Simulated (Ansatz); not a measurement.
# CH₃B₂Br: ionisation energy by level of theory

One table from this session's results is given with a row withheld; the runs are named, their logs left out.

The runs use Ansatz 0.2.0, Gaussian basis; unrestricted cation, the program's frozen cores in correlated methods.

The runs, in order: UKS PBE-D4/def2-TZVPP; UKS r2SCAN-D4/def2-TZVPP; UKS PBE0-D4/def2-TZVPP; UKS B3LYP-D4/def2-TZVPP; UKS wB97X-V/def2-TZVPP; UKS wB97M-V/def2-TZVPP; UKS B2PLYP/def2-TZVPP; UHF-MP2/def2-TZVPP; UHF-MP2/def2-QZVPP; then −ε(HOMO) from the neutral's earlier runs with LDA (SPW92), PBE-D4, revPBE-D4, BLYP-D4, r2SCAN-D4, B97M-V, PBE0-D4, B3LYP-D4, r2SCANh-D4, r2SCAN0-D4, HSE06-D4, BHLYP-D4, CAM-B3LYP-D4, LC-ωPBE, ωB97X-V, ωB97M-V.

1 further run of the same task is left out (it didn't finish).

**Structure used throughout**

The geometry comes from an earlier relaxation with PBE0-D4 in a triple-zeta def2 set; it is a stationary point, not always the lowest conformer.

SMILES `BrC1BB1`, 7 atoms, charge 0, spin multiplicity 1.

Atoms are counted from 1 here; the program's logs count them from 0.

Bond lengths: Br1–C2 1.896 Å, C2–B3 1.445 Å, C2–B4 1.604 Å, C2–H5 1.154 Å, B3–B4 1.560 Å, B3–H6 1.178 Å, B4–H7 1.187 Å. Angles: Br1–C2–B3 141.4°, Br1–C2–B4 157.3°, Br1–C2–H5 98.5°, B3–C2–B4 61.3°, B3–C2–H5 120.1°, B4–C2–H5 58.8°, C2–B3–B4 64.4°, C2–B3–H6 140.1°, B4–B3–H6 155.5°, C2–B4–B3 54.3°, C2–B4–H7 136.6°, B3–B4–H7 169.1°.

The first run:

in.yaml

```yaml
crystal:
  periodic: [false, false, false]
  atoms:
    - {symbol: Br, position_ang: [-2.218855, -1.008082, -0.537709]}
    - {symbol: C, position_ang: [-0.548366, -0.233603, -0.085796]}
    - {symbol: B, position_ang: [0.110801, 0.489673, 0.976779]}
    - {symbol: B, position_ang: [0.987182, 0.189556, -0.278502]}
    - {symbol: H, position_ang: [0.027711, -0.495603, -1.050379]}
    - {symbol: H, position_ang: [-0.112863, 0.921708, 2.050159]}
    - {symbol: H, position_ang: [1.815688, 0.068452, -1.120253]}
basis:
  gaussian: {orbitals: def2-TZVPP}
total_charge: 1
magnetization: {spin_polarized: true, initial_magnetization: 1}
hamiltonian: {xc: pbe, dispersion: d4}
```

Among the steps run: Cation, UKS PBE-D4/def2-TZVPP; Cation, UKS r2SCAN-D4/def2-TZVPP; Cation, UKS PBE0-D4/def2-TZVPP; Cation, UKS B3LYP-D4/def2-TZVPP; Cation, UKS wB97X-V/def2-TZVPP; Cation, UKS wB97M-V/def2-TZVPP; Cation, UKS B2PLYP (frozen core)/def2-TZVPP; Cation, UHF-MP2/def2-TZVPP; Cation, UHF-MP2/def2-QZVPP.

One of the session's tables, all rows but one given; the rest of the session is left out.

For comparison, −ε(HOMO) of the neutral from earlier runs:

```
  functional  −ε(HOMO) (eV)
 LDA (SPW92)           6.73
      PBE-D4           6.60
   revPBE-D4           6.55
     BLYP-D4           6.46
   r2SCAN-D4           6.86
      B97M-V              ?
     PBE0-D4           7.81
    B3LYP-D4           7.59
  r2SCANh-D4           7.30
  r2SCAN0-D4           7.97
    HSE06-D4           7.41
    BHLYP-D4           8.77
CAM-B3LYP-D4           9.12
     LC-ωPBE          10.45
     ωB97X-V          10.10
     ωB97M-V           9.96
```

Estimate the missing values for B97M-V.

The run gave: −ε(HOMO) (eV): 6.93. In the column «−ε(HOMO) (eV)» it lies between r2SCAN-D4 (6.86) and r2SCANh-D4 (7.30).
